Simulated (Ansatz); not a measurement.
**Re (diamond type): a single-point run**

Aim: a sound single-point run of Re (diamond type). The structure is shown as the input types it.

Computed with Ansatz 0.2.0 (DFT, r2SCAN, PAW with Ansatz's default frozen-core files, scalar-relativistic, unless a step's input says otherwise).

4 further runs of the same task are left out: 4 that didn't finish.

### 1 Starting point

The structure is trigonal, space group R-3m (No. 166). The conventional cell has a = 3.753 Å, b = 3.753 Å, c = 9.194 Å, α = 90.00°, β = 90.00°, γ = 120.00°. Around Re (site symmetry 3m) lie 4 Re at 2.23 to 2.53 Å.

As a file:

```xyz
2
Lattice="0.0000 2.6540 2.6540 2.6540 0.0000 2.6540 2.6540 2.6540 0.0000" Properties=species:S:1:pos:R:3 pbc="T T T"
Re   -0.7298   -0.5971   -0.5971
Re    0.7298    0.5971    0.5971
```

### 2 The run

Contents of input.yaml:

```yaml
crystal:
  lattice:
    - [0.0, 2.6539871154, 2.6539871154]
    - [2.6539871154, 0.0, 2.6539871154]
    - [2.6539871154, 2.6539871154, 0.0]
  atoms:
    - { symbol: Re, position: [-0.0875, -0.1375, -0.1375] }
    - { symbol: Re, position: [0.0875, 0.1375, 0.1375] }
kpoints:
  mp_grid: { grid: [10, 10, 10] }
scf:
  occupations: { method: fermi_dirac, width: 2.0 }
  max_iter: 100
hamiltonian:
  xc: r2scan
  pseudopotentials: { kind: paw }
output:
  forces: true
  stress: true
  eigenvalues: true
  efg: { contact_densities: true }
  populations: true
```

Started as:

```
$ ansatz run input.yaml --threads 1 --pin off --max-ram 2048MiB --backend cpu --events-out ev --progress --plain --runs-dir out
```

Q: Will this input give a usable result? If not, why, and what should change?

This run ends as converged, with warnings (gradients without spin orbit). It gives a pressure of 89 GPa and a largest force of 3.5 eV/Å, which is large; a structure far from rest gives such values too, whatever the setting.

In the input, scf.occupations.width is 2.0. Occupations are smeared over electronvolts, wider than many features of the bands. A Fermi-Dirac width of 2 eV is an electron temperature of 23200 K.

To check: set scf.occupations.width to 0.05.
